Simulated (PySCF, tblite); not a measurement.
# C2H11Si4 radical: geometry, infrared bands and EPR parameters

Aim: predict the infrared bands and EPR parameters of C2H11Si4 radical (`C=C[SiH][SiH2][SiH2][SiH3]`).

Computed with tblite 0.8.0 and PySCF 2.14.0, with density-fitted response routines of our own, on a single molecule in the gas phase. Atoms count from 0, in the outputs and in this text.

## (1) The molecule as given

17 atoms, charge 0, multiplicity 2; geometry from: force field or distance geometry start.

Bonds of the start (Å): C0–C1 1.35, C1–Si2 1.84, Si2–Si3 2.30, Si3–Si4 2.30, Si4–Si5 2.28, C0–H6 1.08, C0–H7 1.08, C1–H8 1.07, Si2–H9 1.48, Si3–H10 1.48, Si3–H11 1.48, Si4–H12 1.49, Si4–H13 1.49, Si5–H14 1.49, Si5–H15 1.49, Si5–H16 1.49.

## (2) Relaxing the molecule with GFN2-xTB

The job: settings as JSON, then the geometry in Å.

```
{"job": {"kind": "relax", "xc": "GFN2-xTB", "basis": "xTB"}, "charge": 0, "multiplicity": 2}
C     -2.608700    -0.178300     1.092500
C     -2.285700     0.840300     0.273100
Si    -0.787700     1.891500     0.462800
Si     0.735600     1.424500    -1.195900
Si     1.179700    -0.831800    -1.166900
Si     1.881400    -1.396500     0.931500
H     -2.018600    -0.457000     1.952200
H     -3.515500    -0.746000     0.917600
H     -2.916700     1.076300    -0.558800
H     -0.181900     1.671100     1.796400
H      1.979500     2.197200    -0.955800
H      0.184200     1.827500    -2.508300
H      2.235500    -1.136500    -2.167700
H     -0.026700    -1.609500    -1.561900
H      0.793500    -1.184900     1.926900
H      3.044500    -0.555500     1.345500
H      2.300600    -2.820400     0.986800
```

On the command line:

```
OMP_NUM_THREADS=1 python probes_run.py task.json out
```

This one command runs all jobs of the session in turn.

The program printed:

```text
step      E/eV     max force
  0    -453.56702    1.248
  1    -453.60526    0.807
  2    -453.62741    0.294
  3    -453.63825    0.220
  4    -453.64795    0.256
  5    -453.65650    0.221
  6    -453.66290    0.185
  7    -453.66912    0.226
  8    -453.67581    0.267
  9    -453.68128    0.209
 10    -453.68451    0.098
 11    -453.68611    0.091
 12    -453.68710    0.076
 13    -453.68819    0.122
 14    -453.68960    0.148
 15    -453.69128    0.131
 16    -453.69283    0.123
 17    -453.69385    0.080
 18    -453.69446    0.073
 19    -453.69500    0.071
 20    -453.69576    0.098
 21    -453.69683    0.104
 22    -453.69814    0.093
 23    -453.69940    0.093
 24    -453.70035    0.069
 25    -453.70103    0.063
 26    -453.70173    0.082
 27    -453.70260    0.080
 28    -453.70366    0.095
 29    -453.70471    0.093
 30    -453.70567    0.082
 31    -453.70672    0.102
 32    -453.70813    0.106
 33    -453.71007    0.163
 34    -453.71230    0.155
 35    -453.71429    0.127
 36    -453.71599    0.138
 37    -453.71823    0.134
 38    -453.72182    0.217
 39    -453.72572    0.207
 40    -453.72834    0.115
 41    -453.73027    0.097
 42    -453.73125    0.183
 43    -453.73378    0.204
 44    -453.73644    0.147
 45    -453.74287    0.264
 46    -453.74515    0.112
 47    -453.74736    0.109
 48    -453.75025    0.296
 49    -453.75419    0.133
 50    -453.75625    0.103
 51    -453.75965    0.165
 52    -453.76175    0.124
 53    -453.76350    0.093
 54    -453.76524    0.074
 55    -453.76612    0.090
 56    -453.76745    0.118
 57    -453.76879    0.092
 58    -453.77002    0.074
 59    -453.77061    0.059
 60    -453.77102    0.069
 61    -453.77166    0.081
 62    -453.77256    0.084
 63    -453.77348    0.094
 64    -453.77397    0.082
 65    -453.77478    0.076
 66    -453.77533    0.082
 67    -453.77597    0.080
 68    -453.77662    0.057
 69    -453.77722    0.044
 70    -453.77761    0.035
 71    -453.77787    0.037
 72    -453.77812    0.045
 73    -453.77838    0.040
 74    -453.77849    0.045
 75    -453.77880    0.030
 76    -453.77903    0.032
 77    -453.77949    0.045
 78    -453.77971    0.038
 79    -453.77988    0.029
 80    -453.77999    0.029
 81    -453.78013    0.035
 82    -453.78032    0.039
 83    -453.78060    0.040
 84    -453.78088    0.041
 85    -453.78110    0.041
 86    -453.78125    0.035
 87    -453.78135    0.040
 88    -453.78142    0.019
 89    -453.78150    0.024
 90    -453.78157    0.021
 91    -453.78165    0.025
 92    -453.78172    0.022
 93    -453.78177    0.022
 94    -453.78182    0.019
 95    -453.78187    0.016
 96    -453.78192    0.015
 97    -453.78196    0.012
 98    -453.78199    0.014
 99    -453.78201    0.016
100    -453.78203    0.016
101    -453.78206    0.021
102    -453.78208    0.021
103    -453.78210    0.016
104    -453.78213    0.011
105    -453.78216    0.010
106    -453.78218    0.011
107    -453.78219    0.011
108    -453.78221    0.011
109    -453.78224    0.014
110    -453.78230    0.018
111    -453.78236    0.016
112    -453.78240    0.009
```

Run time: 0.88 s. Hardware: 1 thread of Arm Neoverse V2, shared host.

Relaxation path: (not every step is listed)

| step | energy from step 0 (eV) | largest force (eV/Å) |
| --- | --- | --- |
| 0 | 0.0000 | 1.2477 |
| 1 | -0.0382 | 0.8072 |
| 2 | -0.0604 | 0.2941 |
| 3 | -0.0712 | 0.2202 |
| 4 | -0.0809 | 0.2556 |
| 5 | -0.0895 | 0.2213 |
| 6 | -0.0959 | 0.1848 |
| 7 | -0.1021 | 0.2258 |
| 8 | -0.1088 | 0.2675 |
| 17 | -0.1268 | 0.0796 |
| 26 | -0.1347 | 0.0818 |
| 35 | -0.1473 | 0.1268 |
| 44 | -0.1694 | 0.1475 |
| 53 | -0.1965 | 0.0926 |
| 62 | -0.2055 | 0.0840 |
| 71 | -0.2108 | 0.0369 |
| 80 | -0.2130 | 0.0291 |
| 89 | -0.2145 | 0.0241 |
| 98 | -0.2150 | 0.0142 |
| 107 | -0.2152 | 0.0114 |
| 108 | -0.2152 | 0.0107 |
| 109 | -0.2152 | 0.0144 |
| 110 | -0.2153 | 0.0182 |
| 111 | -0.2153 | 0.0155 |
| 112 | -0.2154 | 0.0090 |

Distances of close pairs at the start and the end, largest changes first:

| bond | before (Å) | after (Å) | change (Å) |
| --- | --- | --- | --- |
| Si3–Si4 | 2.300 | 2.333 | +0.033 |
| Si5–H15 | 1.494 | 1.465 | -0.028 |
| Si4–Si5 | 2.284 | 2.309 | +0.025 |
| Si5–H14 | 1.490 | 1.466 | -0.023 |
| Si5–H16 | 1.485 | 1.464 | -0.022 |
| C1–Si2 | 1.840 | 1.859 | +0.019 |
| C1–H8 | 1.070 | 1.085 | +0.015 |
| Si4–H13 | 1.489 | 1.474 | -0.015 |

The final coordinates are the input of the step that follows.

## (3) Harmonic vibrations with GFN2-xTB

The job: settings as JSON, then the geometry in Å.

```
{"job": {"kind": "ir", "xc": "GFN2-xTB", "basis": "xTB"}, "charge": 0, "multiplicity": 2}
C     -3.141506     0.308960     1.440606
C     -2.356802     0.557774     0.390162
Si    -0.978834     1.804028     0.330153
Si     0.730050     1.373719    -1.127535
Si     1.559559    -0.799439    -1.308395
Si     2.178349    -1.744162     0.705231
H     -2.997208     0.814635     2.381156
H     -3.946714    -0.408371     1.408388
H     -2.563843     0.022420    -0.530861
H     -0.733885     2.283946     1.698966
H      1.832713     2.278326    -0.752175
H      0.309064     1.869907    -2.452758
H      2.656924    -0.896848    -2.286929
H      0.494099    -1.609262    -1.926327
H      1.057592    -1.705749     1.650000
H      3.275261    -1.000256     1.330532
H      2.618181    -3.137597     0.619713
```

The program printed:

```text
mode    cm-1     km/mol
  1     -11.5      0.04
  2      25.2      0.17
  3      43.6      0.03
  4      45.2      0.01
  5      74.8      0.98
  6     105.1      3.43
  7     133.0      2.29
  8     288.5     13.82
  9     305.5     23.21
 10     322.0      8.71
 11     357.0     12.12
 12     375.5      6.01
 13     425.0     27.35
 14     438.8     16.82
 15     470.8      4.53
 16     479.3     37.16
 17     511.6      4.63
 18     544.6      2.26
 19     566.0    292.15
 20     585.6    520.97
 21     629.0    352.15
 22     659.2    104.00
 23     742.3      3.07
 24     787.4    559.38
 25     818.5    162.22
 26     821.6    126.83
 27     828.8    186.05
 28     844.5    152.88
 29     863.0     14.88
 30     992.6      8.94
 31    1005.5     11.30
 32    1277.4      0.77
 33    1405.1      9.24
 34    1580.2     34.45
 35    2109.6    267.69
 36    2121.2     87.62
 37    2140.0    387.84
 38    2145.5    195.20
 39    2167.1    427.71
 40    2222.3    350.18
 41    2231.0    391.98
 42    2244.3    290.95
 43    3007.1     38.67
 44    3076.6     26.93
 45    3104.1     42.17
```

Wall time 0.69 s (1 thread of Arm Neoverse V2, shared host).

The strongest bands and the atoms that carry them (share of the mass-weighted mode):

| cm⁻¹ | km/mol | atoms |
| --- | --- | --- |
| 566 | 292.1 | H10 43 %, H12 27 %, H11 12 % |
| 586 | 521.0 | H11 40 %, H9 26 %, H13 11 %, Si2 11 % |
| 629 | 352.1 | H13 32 %, H9 28 %, H12 11 % |
| 787 | 559.4 | H14 27 %, H16 26 %, H15 25 % |
| 2140 | 387.8 | H12 82 %, H13 11 % |
| 2167 | 427.7 | H9 92 % |
| 2222 | 350.2 | H14 94 % |
| 2231 | 392.0 | H15 92 % |

## (4) EPR parameters: B3LYP/pcH-1

Same as in step 3 but for these lines:

```diff
@@ -1,2 +1,2 @@
-{"job": {"kind": "ir", "xc": "GFN2-xTB", "basis": "xTB"}, "charge": 0, "multiplicity": 2}
+{"job": {"kind": "epr", "basis": "pcH-1"}, "charge": 0, "multiplicity": 2}
 C     -3.141506     0.308960     1.440606
```

Level: UKS B3LYP, pcH-1 on C H Si, non-relativistic, mean-field spin-orbit, GIAO.

The program printed:

```text
UKS, coarse grid
  cycle   1  E = -1240.74161817  |g| = 3.26e-01
  cycle   2  E = -1240.68191209  |g| = 4.29e-01
  cycle   3  E = -1240.78996153  |g| = 6.14e-02
  cycle   4  E = -1240.79224914  |g| = 2.54e-02
  cycle   5  E = -1240.79255574  |g| = 1.45e-02
  cycle   6  E = -1240.79267957  |g| = 2.97e-03
  cycle   7  E = -1240.79268860  |g| = 1.25e-03
  cycle   8  E = -1240.79269033  |g| = 3.25e-04
UKS, final grid
  cycle   1  E = -1240.79273156  |g| = 2.59e-04
  cycle   2  E = -1240.79273163  |g| = 2.41e-04
  cycle   3  E = -1240.79273168  |g| = 8.31e-05
  cycle   4  E = -1240.79273170  |g| = 8.33e-05
  cycle   5  E = -1240.79273171  |g| = 2.50e-05
E = -1240.79273171 Eh   <S^2> = 0.7598 (exact 0.7500)
g shifts (ppm)      1          2          3
  rmc          -129       -129       -129
  gc              1         60         54
  oz_so          -0       1218       3573
  total        -128       1149       3498
hyperfine (MHz)  atom isotope    a_iso     a_fc   dipolar eigenvalues
    0   13C      22.07      22.11    -19.08    -17.99     37.08
    1   13C     -12.40     -12.42    -14.52      5.42      9.11
    2  29Si    -297.62    -298.55   -157.54     78.11     79.43
    3  29Si     -10.64     -10.64     -4.48      0.80      3.68
    4  29Si     -53.55     -53.61    -10.14      4.66      5.48
    5  29Si       1.14       1.14     -0.26      0.00      0.26
    6    1H     -13.77     -13.77     -6.28     -1.64      7.92
    7    1H     -13.92     -13.92     -9.39     -0.65     10.04
    8    1H       4.62       4.62     -2.88     -1.79      4.67
    9    1H       2.67       2.65     -8.87      1.87      7.01
   10    1H      -1.48      -1.48     -2.13     -1.11      3.25
   11    1H      22.91      22.91     -2.40     -1.11      3.51
   12    1H      15.71      15.70     -1.10     -0.21      1.31
   13    1H      -2.03      -2.03     -1.11     -0.41      1.52
   14    1H       0.53       0.53     -1.01     -0.66      1.66
   15    1H       0.21       0.21     -0.55     -0.40      0.95
   16    1H      -0.08      -0.08     -0.40     -0.21      0.62
```

Run time: 97 s. Hardware: 1 thread of Arm Neoverse V2, shared host; peak memory 1 GiB.

Principal g values 2.00219, 2.00347, 2.00582; g(iso) = 2.00383, against 2.00232 for a free electron.

Mean a(iso) over the nuclei that a row names, and the largest dipolar term of the row (other rows stand at the frozen geometry):

| nuclei | isotope | a(iso) (MHz) | a(iso) (G, at g = 2.0023) | largest dipolar term (MHz) |
| --- | --- | --- | --- | --- |
| Si2 | 29Si | -297.6 | -106.2 | -157.5 |
| Si4 | 29Si | -53.6 | -19.1 | -10.1 |
| C0 | 13C | 22.1 | 7.9 | 37.1 |
| H7 | 1H | -13.9 | -5.0 | 10.0 |
| H6 | 1H | -13.8 | -4.9 | 7.9 |
| C1 | 13C | -12.4 | -4.4 | -14.5 |
| H10, H11 | 1H | 10.7 | 3.8 | 3.5 |
| Si3 | 29Si | -10.6 | -3.8 | -4.5 |
| H12, H13 | 1H | 6.8 | 2.4 | 1.5 |
| H8 | 1H | 4.6 | 1.6 | 4.7 |
| H9 | 1H | 2.7 | 1.0 | -8.9 |
| Si5 | 29Si | 1.1 | 0.4 | -0.3 |
| H14, H15, H16 | 1H | 0.2 | 0.1 | 1.7 |

Mulliken spin populations:

C0 0.24; C1 -0.14; Si2 0.88; Si3 -0.01; Si4 0.04; Si5 0.00; H6 -0.01; H7 -0.01; H8 0.00; H9 -0.02; H10 0.00; H11 0.01; H12 0.01; H13 0.00; H14 0.00; H15 0.00; H16 0.00

In first order the couplings over 0.8 MHz of 1H give 144 distinct lines over 25.0 G, if the averaged nuclei exchange fast.

The fields below are evaluated on a grid from the run's orbitals.

ELF in a plane through or near 5 of the atoms.

Ten even steps from '0' (0.00) to '9' (1.00):
```
0000000000000000000000000000
0000000000000000000000000000
0000000000000000000000000000
0000036510000000000000000000
0000699971013200000000000000
0002999995479810000001000000
0001799983588600023345520000
0000136621342000156668851000
0000003689730000368812741000
0000002786641001464786531000
0000136515044101472188641000
0002799921298532267655420000
0002899965994355234321000000
0000588523641144344310000000
0000011000379972135420000000
0000000000599993001100000000
0000000000399993000000000000
0000000000047740000000000000
0000000000000000000000000000
0000000000000000000000000000
```
The map spans 12.8 Å across and 11.4 Å up, centred on the molecule. Atoms in the plane (x, y in Å): C0 (3.3, 0.9), C1 (2.4, -0.1), Si4 (-2.1, -0.4), H11 (-0.4, -3.1), H16 (-3.2, 2.5).

log10 of the density (e/Å³) in the same plane.

Ten even steps from '0' (-4.0) to '9' (1.0):
```
0000000000000000000000000000
0000000000000000000000000000
0000012211110000000000000000
0001233333222100000000000000
0012345554433321000111100000
0013467876555432123344332100
0013457776665432334556543200
0012356777665433446678754310
0012345677665434567899764310
0012345677765445678888654310
0012356779766555679987543200
0023457778776666677765432100
0013456667777766666654321000
0012345555677766555543210000
0001233344677765544432100000
0000011223567865433221000000
0000000112455654322110000000
0000000001234432210000000000
0000000000112211000000000000
0000000000000000000000000000
```
The map spans 12.8 Å across and 11.4 Å up, centred on the molecule. Atoms in the plane (x, y in Å): C0 (3.3, 0.9), C1 (2.4, -0.1), Si4 (-2.1, -0.4), H11 (-0.4, -3.1), H16 (-3.2, 2.5).

On the surface of density 0.002 e/bohr³ the electrostatic potential runs, from the 1st to the 99th percentile, from -0.43 V near C1 to 1.17 V near H8.

The spin density lies nearest to Si2 55 %; C0 14 %; H9 7 %; C1 7 % (beta excess).

## (5) Results

| quantity | value |
| --- | --- |
| strongest single infrared mode (GFN2-xTB) | 787 cm⁻¹, 559 km/mol |
| zero-point energy (GFN2-xTB) | 65.6 kcal/mol |
| g(iso) (B3LYP) | 2.00383 |
| ⟨S²⟩ | 0.760 (exact 0.75) |
| largest a(iso) (averaged by class) | 29Si on Si2, -297.6 MHz |
| surface potential, 1st and 99th percentile | -0.43 V and 1.17 V |

What this shows: The optimisation took 112 steps and gained 0.215 eV; among the close pairs (by a distance rule), Si3–Si4 changed most, from 2.300 to 2.333 Å. The lowest mode is slightly imaginary (12i cm⁻¹), a soft motion within the noise of the Hessian, so the minimum is not strictly shown. The strongest single mode, at 787 cm⁻¹, has its largest shares on H14, H16 and H15 (the list is cut at 3 atoms). GFN2-xTB is a fitted tight-binding method: band positions and strengths are rough. Its intensities can rank the bands wrongly. Most of the unpaired spin sits on Si2 (0.88 e). The isotropic g lies 1.5 ppt above the free-electron value.
